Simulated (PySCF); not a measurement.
# CH₄BFN₂: electronic excitations and core binding energies

Aim: predict the electronic excitations and core binding energies of CH₄BFN₂ (`C=NB(N)F`).

Computed with PySCF 2.14.0, with density-fitted response routines of our own, on a single molecule in the gas phase. Atoms are numbered from 0 throughout.

### Step 1. Starting geometry

9 atoms, charge 0, multiplicity 1; geometry from: GFN2-xTB.

Bonds of the start (Å): C0–N1 1.24, N1–B2 1.40, B2–N3 1.40, B2–F4 1.35, C0–H5 1.10, C0–H6 1.09, N3–H7 1.00, N3–H8 1.00.

### Step 2. Ultraviolet spectrum: CAM-B3LYP/def2-SVPD

What the job is given:

```
{"job": {"kind": "uv", "xc": "CAM-B3LYP", "basis": "def2-SVPD", "nstates": 8, "ntriplets": 3}, "charge": 0, "multiplicity": 1}
C      1.823352    -0.008694    -0.326922
N      0.731558     0.355247     0.132349
B     -0.653429     0.466926    -0.038885
N     -1.569422    -0.463198     0.464340
F     -1.136665     1.596734    -0.591418
H      1.946983    -0.514798    -1.290607
H      2.737038     0.168767     0.238964
H     -2.556303    -0.282311     0.459482
H     -1.309550    -1.312678     0.927519
```

Method: TDDFT CAM-B3LYP/def2-SVPD, vertical, gas phase, core orbitals frozen in the response.

Launch:

```console
$ OMP_NUM_THREADS=1 python probes_run.py task.json out
```

One launch serves the whole session: the jobs run in the order shown.

Log:

```text
coarse grid: 7864 points
cycle   1  E = -274.4094282229  dE =  6.644e-01  |g| = 6.164e-01  |ddm| = 4.499e+00
cycle   2  E = -274.3803226314  dE =  2.911e-02  |g| = 7.772e-01  |ddm| = 1.704e+00
cycle   3  E = -274.4905951280  dE = -1.103e-01  |g| = 5.785e-02  |ddm| = 9.356e-01
cycle   4  E = -274.4910244037  dE = -4.293e-04  |g| = 4.241e-02  |ddm| = 1.163e-01
cycle   5  E = -274.4913922253  dE = -3.678e-04  |g| = 6.780e-03  |ddm| = 4.885e-02
cycle   6  E = -274.4914012862  dE = -9.061e-06  |g| = 3.087e-03  |ddm| = 1.075e-02
final grid: 77496 points
cycle   7  E = -274.5256963648  dE = -2.487e-05  |g| = 3.917e-03  |ddm| = 4.548e-02
cycle   8  E = -274.5256953346  dE =  1.030e-06  |g| = 4.837e-03  |ddm| = 8.888e-03
cycle   9  E = -274.5256991716  dE = -3.837e-06  |g| = 3.604e-04  |ddm| = 3.997e-03
cycle  10  E = -274.5256991900  dE = -1.842e-08  |g| = 2.633e-04  |ddm| = 6.257e-04
cycle  11  E = -274.5256992045  dE = -1.452e-08  |g| = 4.038e-05  |ddm| = 4.489e-04
cycle  12  E = -274.5256992049  dE = -4.230e-10  |g| = 1.678e-05  |ddm| = 7.213e-05
converged SCF energy = -274.5256992049

Static polarisability (au): isotropic 43.411, principal 34.559 36.301 59.373

Singlet excitations
state   eV       nm        f      main configurations
  1   4.0478    306.3   0.00024   H->L 0.93
  2   6.2855    197.3   0.01889   H->L+1 0.93
  3   7.0601    175.6   0.00218   H-1->L 0.84
  4   7.1807    172.7   0.00318   H->L+2 0.66, H-1->L+1 0.19, H-1->L 0.09
  5   7.8643    157.7   0.07227   H->L+3 0.41, H-1->L+1 0.26, H->L+2 0.20
  6   8.1160    152.8   0.14298   H->L+3 0.33, H-1->L+1 0.33, H->L+5 0.21
  7   8.2902    149.6   0.18639   H->L+4 0.80
  8   8.5023    145.8   0.04035   H->L+5 0.61, H-1->L+1 0.13, H->L+3 0.09

Triplet excitations (Tamm-Dancoff, eV): 3.4604 5.2373 6.0756
```

Wall time 11 s (1 thread of Arm Neoverse V2, shared host); peak memory 0.53 GiB.

The orbitals next to the gap, with their largest atomic shares:

| orbital | eV | atoms |
| --- | --- | --- |
| HOMO−3 | -12.62 | F4 68 %, N3 12 %, B2 10 % |
| HOMO−2 | -11.34 | N1 48 %, C0 34 %, F4 6 % |
| HOMO−1 | -10.04 | N3 48 %, B2 14 %, F4 10 % |
| HOMO | -8.36 | N1 46 %, N3 20 %, C0 13 % |
| LUMO | 0.31 | C0 41 %, N1 34 %, H5 8 % |
| LUMO+1 | 0.98 | B2 51 %, C0 12 %, H8 10 % |
| LUMO+2 | 1.80 | C0 36 %, H6 17 %, H5 17 % |

With each of the 8 states as a Gaussian band of 0.4 eV half-width at 1/e, the curve within the window shown has maxima at 197 nm (ε 770), 151 nm (ε 15,000) L/(mol cm). Beyond the last state computed it falls off for lack of states. The curve at chosen wavelengths:

nm, ε (L/mol/cm) and a bar:
```
      141       2713 ######
      150      14696 ##############################
      158       9128 ###################
      167       1412 ###
      176        276 #
      185        325 #
      193        684 #
      202        673 #
      211        274 #
      219         69 
      228          9 
      237          1 
      246          0 
      254          0 
      263          1 
      272          2 
      281          4 
      289          7 
      298          9 
      307         10 
      315          9 
      324          7 
      333          5 
      342          3 
      350          2 
      359          1
```

Ground-state properties from the same run:

| property | computed |
| --- | --- |
| dipole moment (D) | 2.59 |
| polarisability (Å³) | 6.43 |
| HOMO–LUMO gap (eV) | 8.67 |
| −ε(HOMO) (eV) | 8.36 |

### Step 3. X-ray photoelectron lines: SCAN, X2C

Same as in step 2 but for these lines:

```diff
@@ -1,2 +1,2 @@
-{"job": {"kind": "uv", "xc": "CAM-B3LYP", "basis": "def2-SVPD", "nstates": 8, "ntriplets": 3}, "charge": 0, "multiplicity": 1}
+{"job": {"kind": "xps"}, "charge": 0, "multiplicity": 1}
 C      1.823352    -0.008694    -0.326922
```

Level: delta-SCF UKS SCAN, pcX-2 on the ionised atom, pcseg-1 elsewhere, spin-free X2C.

Log:

```text
ground state, core basis on atom 0 (C), 121 functions
  cycle   1  E = -274.75079945  |g| = 6.59e-01
  cycle   2  E = -274.58834286  |g| = 1.09e+00
  cycle   3  E = -274.82857805  |g| = 1.98e-01
  cycle   4  E = -274.83728488  |g| = 4.93e-02
  cycle   5  E = -274.83770398  |g| = 2.25e-02
  cycle   6  E = -274.83780851  |g| = 5.38e-03
  cycle   7  E = -274.83781447  |g| = 2.26e-03
  cycle   8  E = -274.83781282  |g| = 8.56e-04
  cycle   9  E = -274.83781471  |g| = 2.64e-04
  E(ground) = -274.84257082 Eh
hole in C 1s of atom 0
  cycle   1  E = -263.53118630  |g| = 1.49e+00
  cycle   2  E = -261.56302503  |g| = 2.16e+00
  cycle   3  E = -263.56901148  |g| = 1.02e+00
  cycle   4  E = -264.01215829  |g| = 4.04e-01
  cycle   5  E = -264.04509830  |g| = 3.10e-01
  cycle   6  E = -264.08636154  |g| = 6.31e-02
  cycle   7  E = -264.08780153  |g| = 3.35e-02
  cycle   8  E = -264.08827257  |g| = 1.27e-02
  cycle   9  E = -264.08843120  |g| = 6.44e-03
  cycle  10  E = -264.08852351  |g| = 5.30e-03
  cycle  11  E = -264.08859622  |g| = 3.62e-03
  cycle  12  E = -264.08864488  |g| = 1.29e-03
  cycle  13  E = -264.08864712  |g| = 4.88e-04
  E(ion) = -264.09236066 Eh   <S^2> = 0.8404   hole on atom = 1.000   binding energy = 292.528 eV
ground state, core basis on atom 1 (N), 121 functions
  cycle   1  E = -274.84953574  |g| = 7.72e-02
  cycle   2  E = -274.84879083  |g| = 6.53e-02
  cycle   3  E = -274.84893922  |g| = 5.94e-02
  cycle   4  E = -274.84972643  |g| = 5.10e-03
  cycle   5  E = -274.84973424  |g| = 1.19e-03
  cycle   6  E = -274.84973251  |g| = 2.22e-04
  E(ground) = -274.85303944 Eh
hole in N 1s of atom 1
  cycle   1  E = -259.27237366  |g| = 1.86e+00
  cycle   2  E = -257.19629379  |g| = 2.38e+00
  cycle   3  E = -259.40040706  |g| = 1.08e+00
  cycle   4  E = -259.94503060  |g| = 2.80e-01
  cycle   5  E = -259.96892443  |g| = 1.15e-01
  cycle   6  E = -259.97428152  |g| = 3.29e-02
  cycle   7  E = -259.97475563  |g| = 1.23e-02
  cycle   8  E = -259.97481395  |g| = 5.69e-03
  cycle   9  E = -259.97483040  |g| = 2.71e-03
  cycle  10  E = -259.97483647  |g| = 1.34e-03
  cycle  11  E = -259.97483863  |g| = 5.99e-04
  cycle  12  E = -259.97483781  |g| = 1.00e-04
  E(ion) = -259.97778139 Eh   <S^2> = 0.7801   hole on atom = 1.000   binding energy = 404.776 eV
ground state, core basis on atom 2 (B), 121 functions
  cycle   1  E = -274.83479356  |g| = 5.54e-02
  cycle   2  E = -274.83448978  |g| = 5.15e-02
  cycle   3  E = -274.83486388  |g| = 3.01e-02
  cycle   4  E = -274.83503629  |g| = 1.16e-02
  cycle   5  E = -274.83506673  |g| = 2.05e-03
  cycle   6  E = -274.83506770  |g| = 4.81e-04
  E(ground) = -274.84144010 Eh
hole in B 1s of atom 2
  cycle   1  E = -267.18805695  |g| = 1.18e+00
  cycle   2  E = -266.39184785  |g| = 1.64e+00
  cycle   3  E = -267.48487727  |g| = 4.05e-01
  cycle   4  E = -267.55326692  |g| = 2.01e-01
  cycle   5  E = -267.57156816  |g| = 1.04e-01
  cycle   6  E = -267.57634517  |g| = 3.42e-02
  cycle   7  E = -267.57675855  |g| = 1.97e-02
  cycle   8  E = -267.57695290  |g| = 5.96e-03
  cycle   9  E = -267.57698364  |g| = 3.16e-03
  cycle  10  E = -267.57699018  |g| = 2.84e-03
  cycle  11  E = -267.57699936  |g| = 7.51e-04
  cycle  12  E = -267.57700037  |g| = 1.72e-04
  E(ion) = -267.58560293 Eh   <S^2> = 0.7832   hole on atom = 1.000   binding energy = 197.441 eV
ground state, core basis on atom 3 (N), 121 functions
  cycle   1  E = -274.84911521  |g| = 7.37e-02
  cycle   2  E = -274.84902312  |g| = 2.85e-02
  cycle   3  E = -274.84889067  |g| = 3.84e-02
  cycle   4  E = -274.84916546  |g| = 6.67e-03
  cycle   5  E = -274.84917645  |g| = 3.98e-04
  E(ground) = -274.85205043 Eh
hole in N 1s of atom 3
  cycle   1  E = -259.27840240  |g| = 1.86e+00
  cycle   2  E = -258.83269267  |g| = 1.94e+00
  cycle   3  E = -259.91199695  |g| = 3.81e-01
  cycle   4  E = -259.93913560  |g| = 2.43e-01
  cycle   5  E = -259.96389709  |g| = 3.91e-02
  cycle   6  E = -259.96390370  |g| = 3.64e-02
  cycle   7  E = -259.96455175  |g| = 5.68e-03
  cycle   8  E = -259.96456027  |g| = 4.11e-03
  cycle   9  E = -259.96456665  |g| = 9.16e-04
  cycle  10  E = -259.96456779  |g| = 2.88e-04
  E(ion) = -259.96701457 Eh   <S^2> = 0.7629   hole on atom = 1.000   binding energy = 405.042 eV
ground state, core basis on atom 4 (F), 121 functions
  cycle   1  E = -274.88018462  |g| = 1.20e-01
  cycle   2  E = -274.87971291  |g| = 7.49e-02
  cycle   3  E = -274.87993955  |g| = 6.29e-02
  cycle   4  E = -274.88045626  |g| = 4.75e-03
  cycle   5  E = -274.88046048  |g| = 1.15e-03
  cycle   6  E = -274.88045985  |g| = 2.90e-04
  E(ground) = -274.88744543 Eh
hole in F 1s of atom 4
  cycle   1  E = -248.55432090  |g| = 2.58e+00
  cycle   2  E = -248.53250424  |g| = 2.09e+00
  cycle   3  E = -249.39034693  |g| = 3.43e-01
  cycle   4  E = -249.40211940  |g| = 2.52e-01
  cycle   5  E = -249.43530456  |g| = 4.21e-02
  cycle   6  E = -249.43537897  |g| = 4.20e-02
  cycle   7  E = -249.43619391  |g| = 3.24e-03
  cycle   8  E = -249.43619712  |g| = 1.79e-03
  cycle   9  E = -249.43619807  |g| = 7.79e-04
  cycle  10  E = -249.43619816  |g| = 2.65e-04
  E(ion) = -249.45083927 Eh   <S^2> = 0.7563   hole on atom = 1.000   binding energy = 692.165 eV
```

Run time: 23 s. Hardware: 1 thread of Arm Neoverse V2, shared host; peak memory 0.43 GiB.

The holes in one table. −ε is the ground-state orbital energy:

| hole | stands for | environment | ΔSCF (eV) | −ε (eV) | ⟨S²⟩ |
| --- | --- | --- | --- | --- | --- |
| C1s on C0 | C0 | C=N carbon | 292.53 | 275.3 | 0.840 |
| N1s on N1 | N1 | imine nitrogen | 404.78 | 385.7 | 0.780 |
| B1s on B2 | B2 | boron bonded to F, 2 N | 197.44 | 181.2 | 0.783 |
| N1s on N3 | N3 | nitrogen bonded to B, 2 H | 405.04 | 385.6 | 0.763 |
| F1s on F4 | F4 | fluorine bonded to B | 692.17 | 666.0 | 0.756 |

### Step 4. Outcome

| quantity | value |
| --- | --- |
| lowest singlet (CAM-B3LYP/def2-SVPD) | 4.05 eV (306 nm), f = 0.000 |
| brightest single state of those computed | state 7, 8.29 eV, f = 0.186 |
| lowest triplet | 3.46 eV |
| N1s binding energies, SCAN/pcX-2 | N3 405.04, N1 404.78 eV |
| C1s binding energies, SCAN/pcX-2 | C0 292.53 eV |
| B1s binding energies, SCAN/pcX-2 | B2 197.44 eV |
| F1s binding energies, SCAN/pcX-2 | F4 692.17 eV |

In words: The lowest singlet, at 4.05 eV, is HOMO→LUMO 0.93 and is dark; of the 8 states computed, the strongest absorption comes from state 7 at 8.29 eV. The lowest triplet lies 0.59 eV below the lowest singlet (triplets in Tamm-Dancoff, singlets in full TDDFT). The N1s levels kept as sound span 0.27 eV, from N1 (imine nitrogen) up to N3 (nitrogen bonded to B, 2 H).
